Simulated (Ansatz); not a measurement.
Geometry optimisation, Ansatz, DFT PBE-D3(BJ), scalar-relativistic, plane waves, PAW.

input.yaml

```yaml
accuracy: low
crystal:
  lattice:
    - [0.0, 5.66, 5.66]
    - [5.66, 0.0, 5.66]
    - [5.66, 5.66, 0.0]
  atoms:
    - { symbol: Ge, position: [0.0, 0.0, 0.0] }
    - { symbol: Ge, position: [0.125, 0.125, 0.125] }
    - { symbol: Ge, position: [0.0, 0.0, 0.5] }
    - { symbol: Ge, position: [0.125, 0.125, 0.625] }
    - { symbol: Ge, position: [0.0, 0.5, 0.0] }
    - { symbol: Ge, position: [0.125, 0.625, 0.125] }
    - { symbol: Ge, position: [0.0, 0.5, 0.5] }
    - { symbol: Ge, position: [0.125, 0.625, 0.625] }
    - { symbol: Ge, position: [0.5, 0.0, 0.0] }
    - { symbol: Ge, position: [0.625, 0.125, 0.125] }
    - { symbol: Ge, position: [0.5, 0.0, 0.5] }
    - { symbol: Ge, position: [0.625, 0.125, 0.625] }
    - { symbol: Ge, position: [0.5, 0.5, 0.0] }
    - { symbol: Ge, position: [0.625, 0.625, 0.125] }
    - { symbol: Ge, position: [0.5, 0.5, 0.5] }
    - { symbol: Ge, position: [0.625, 0.625, 0.625] }
    - { symbol: Ga, position: [0.2710409, 0.2492349, 0.7479661] }
basis:
  ecutwfc: 420.0
kpoints:
  mp_grid: { grid: [2, 2, 2] }
hamiltonian:
  xc: pbe
  dispersion: d3bj
  pseudopotentials: { kind: paw, azcp: { folder: soft_1 } }
scf:
  occupations: { method: fermi_dirac, width: 0.15 }
  lower_state_search: "off"
relax:
  f_tol: 0.08
  max_steps: 25
  adjacent_minimum: "off"
```

Command:

```bash
$ ansatz run input.yaml --threads 2 --pin off --max-ram 5120MiB --backend cpu --events-out ev --progress --plain --runs-dir out
```

Question: Where does it end, and by what steps?

Answer: The forces met the threshold. Limits of this set-up: coarse k mesh, a small cell, in which the defect meets its images, low accuracy level. After 3 steps the energy has fallen by 0.401 eV; Ga17 moved furthest, 0.14 Å.

```
step  energy less start (eV)  largest force component (eV/Å)  accepted
   0                  0.0000                           1.415       yes
   1                 -0.3679                           0.376       yes
   2                 -0.3955                           0.095       yes
   3                 -0.4008                           0.005       yes
```

```xyz
17
Lattice="0.0000 5.6600 5.6600 5.6600 0.0000 5.6600 5.6600 5.6600 0.0000" Properties=species:S:1:pos:R:3
Ge 0.001 0.006 -0.045
Ge 1.454 1.461 1.381
Ge 2.829 2.842 0.013
Ge 4.208 4.215 1.385
Ge 2.881 0.004 2.834
Ge 4.236 1.428 4.258
Ge 5.661 2.784 2.836
Ge 7.114 4.211 4.292
Ge -0.003 2.888 2.836
Ge 1.424 4.240 4.260
Ge 2.777 5.668 2.838
Ge 4.199 7.125 4.295
Ge 2.829 2.832 5.662
Ge 4.232 4.237 7.068
Ge 5.657 5.666 5.718
Ge 7.084 7.090 7.070
Ga 5.659 5.673 2.844
```

Whether the end is a true minimum wasn't checked by a vibrational analysis.

Run time: 33 s on 2 threads of AMD EPYC 7R32 (Zen 2), on a shared host, peak memory 1.1 GiB.
